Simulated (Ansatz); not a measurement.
# CH3F2NOSi: the cost of one run

Program: Ansatz 0.2.0. Level of theory: RKS PBE-D4/def2-SVP. These are calculated values, not measurements.

**1. The system as given**

Bond lengths: F1–Si2 1.628 Å, Si2–F3 1.588 Å, Si2–N4 1.665 Å, N4–C5 1.480 Å, Si2–O6 1.651 Å, C5–O6 1.451 Å, N4–H7 1.050 Å, C5–H8 1.073 Å, C5–H9 1.140 Å. Angles (14 of 16 angles, heavy atoms first): F1–Si2–F3 117.8°, F1–Si2–N4 112.0°, F1–Si2–O6 114.7°, F3–Si2–N4 112.2°, F3–Si2–O6 114.0°, N4–Si2–O6 80.2°, Si2–N4–C5 89.1°, N4–C5–O6 93.6°, Si2–O6–C5 90.6°, Si2–N4–H7 101.5°, C5–N4–H7 106.1°, N4–C5–H8 118.3°, N4–C5–H9 115.5°, O6–C5–H8 113.0°.

Coordinates:

```xyz
9

F     2.1068   -0.7507    0.6864
Si    0.5701   -0.9539    0.1903
F     0.1061   -2.4203   -0.2051
N     0.1296    0.1747   -0.9514
C    -0.4470    1.0078    0.1274
O    -0.5521   -0.1042    1.0537
H    -0.6815   -0.3041   -1.4159
H    -1.3868    1.4939   -0.0527
H     0.2432    1.8104    0.5502
```

**2. End point A**

The input, input.yaml:

```yaml
crystal:
  periodic: [false, false, false]
  atoms:
    - { symbol: F, position_ang: [2.1068, -0.7507, 0.6864] }
    - { symbol: Si, position_ang: [0.5701, -0.9539, 0.1903] }
    - { symbol: F, position_ang: [0.1061, -2.4203, -0.2051] }
    - { symbol: "N", position_ang: [0.1296, 0.1747, -0.9514] }
    - { symbol: C, position_ang: [-0.447, 1.0078, 0.1274] }
    - { symbol: O, position_ang: [-0.5521, -0.1042, 1.0537] }
    - { symbol: H, position_ang: [-0.6815, -0.3041, -1.4159] }
    - { symbol: H, position_ang: [-1.3868, 1.4939, -0.0527] }
    - { symbol: H, position_ang: [0.2432, 1.8104, 0.5502] }
basis:
  gaussian: { orbitals: def2-SVP }
hamiltonian:
  xc: pbe
  dispersion: d4
relax:
  f_tol: 0.02
  max_steps: 50
output:
  orbitals: {}
```

Run with:

```bash
$ ansatz run input.yaml --threads 2 --pin off --max-ram 3072MiB --backend cpu --events-out ev --progress --plain --runs-dir out
```

Q: Estimate wall time and peak memory on 2 threads of Arm Neoverse V1, shared host.

About 31 s, with a peak of 0.18 GiB.
